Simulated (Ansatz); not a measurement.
**BFH₇NSi₂: up Jacob's ladder to CCSD(T)**

One table from this session's results is given with a row withheld; the runs are named, their logs left out.

The runs use Ansatz 0.2.0, Gaussian basis; functionals in def2-TZVPP, the program's frozen cores in correlated methods.

The runs, in order: PBE-D4, r2SCAN-D4, PBE0-D4, B3LYP-D4, ωB97X-V, ωB97M-V, B2PLYP; CCSD(T)/def2-TZVPP; MP2/def2-QZVPP; extrapolation to the limit.

### Structure used throughout

All runs share one geometry, relaxed beforehand with PBE0-D4 in a triple-zeta def2 set.

12 atoms, charge 0, spin multiplicity 1.

Atoms are counted from 1 here; the program's logs count them from 0.

Bond lengths: B1–Si2 1.991 Å, B1–H6 1.197 Å, B1–H7 1.196 Å, Si2–N3 1.723 Å, Si2–Si4 2.353 Å, Si2–H8 1.504 Å, N3–H9 1.006 Å, N3–H10 1.006 Å, Si4–F5 1.609 Å, Si4–H11 1.488 Å, Si4–H12 1.490 Å. Angles: Si2–B1–H6 118.4°, Si2–B1–H7 123.8°, H6–B1–H7 117.8°, B1–Si2–N3 113.9°, B1–Si2–Si4 105.7°, B1–Si2–H8 108.3°, N3–Si2–Si4 110.0°, N3–Si2–H8 115.2°, Si4–Si2–H8 102.7°, Si2–N3–H9 120.1°, Si2–N3–H10 121.6°, H9–N3–H10 111.4°, Si2–Si4–F5 110.9°, Si2–Si4–H11 110.7°, Si2–Si4–H12 111.8°, F5–Si4–H11 107.5°, F5–Si4–H12 107.0°, H11–Si4–H12 108.7°.

Geometry (Å):

```xyz
12
charge 0, multiplicity 1
B    -0.9115    1.4497    1.0229
Si    0.2256   -0.1303    0.6052
N     1.8876    0.2506    0.3580
Si   -0.6825   -1.0710   -1.3512
F    -0.9067    0.0544   -2.4795
H    -2.0709    1.2700    1.2580
H    -0.5135    2.5772    1.0131
H    -0.0423   -1.1910    1.6366
H     2.3227    0.9836    0.8931
H     2.5555   -0.4523    0.0882
H    -2.0045   -1.6931   -1.0721
H     0.2175   -2.1029   -1.9383
```

The first run:

Contents of in.yaml:

```yaml
crystal:
  periodic: [false, false, false]
  atoms:
    - {symbol: B, position_ang: [-0.911508, 1.449679, 1.022912]}
    - {symbol: Si, position_ang: [0.225607, -0.130337, 0.605167]}
    - {symbol: N, position_ang: [1.887608, 0.250589, 0.357972]}
    - {symbol: Si, position_ang: [-0.682453, -1.071048, -1.351185]}
    - {symbol: F, position_ang: [-0.906697, 0.054390, -2.479497]}
    - {symbol: H, position_ang: [-2.070918, 1.270045, 1.257987]}
    - {symbol: H, position_ang: [-0.513544, 2.577197, 1.013119]}
    - {symbol: H, position_ang: [-0.042300, -1.191039, 1.636623]}
    - {symbol: H, position_ang: [2.322721, 0.983612, 0.893078]}
    - {symbol: H, position_ang: [2.555478, -0.452291, 0.088218]}
    - {symbol: H, position_ang: [-2.004509, -1.693103, -1.072075]}
    - {symbol: H, position_ang: [0.217517, -2.102892, -1.938319]}
basis:
  gaussian: {orbitals: def2-TZVPP}
hamiltonian: {xc: pbe, dispersion: d4}
output: {forces: true, orbitals: {seedname: orbitals}}
```

Command:

```sh
$ ansatz run in.yaml --threads 4 --pin off --events-out ev --progress --plain --max-ram 10444MiB
```

Among the steps run: PBE-D4 (GGA); r2SCAN-D4 (meta-GGA); PBE0-D4 (hybrid); B3LYP-D4 (hybrid); ωB97X-V (range-separated); ωB97M-V (range-separated); B2PLYP (double hybrid); CCSD(T) in def2-TZVPP; MP2 in def2-QZVPP.

One of the session's tables, all rows but one given; the rest of the session is left out.

| method | atomisation energy (kJ/mol) |
| --- | --- |
| PBE-D4 | 3987.3 |
| r2SCAN-D4 | ? |
| PBE0-D4 | 3939.8 |
| B3LYP-D4 | 3978.8 |
| ωB97X-V | 3999.5 |
| ωB97M-V | 3977.6 |
| B2PLYP | 3923.0 |
| HF/def2-TZVPP | 2945.9 |
| MP2/def2-TZVPP | 3884.0 |
| CCSD/def2-TZVPP | 3808.0 |
| CCSD(T)/def2-TZVPP | 3852.4 |
| MP2/CBS | 3999.9 |
| CCSD(T)/CBS | 3968.4 |

Estimate the missing values for r2SCAN-D4.

The run gave: atomisation energy (kJ/mol): 3969.0. In the column «atomisation energy (kJ/mol)» it lies between CCSD(T)/CBS (3968.4) and ωB97M-V (3977.6).
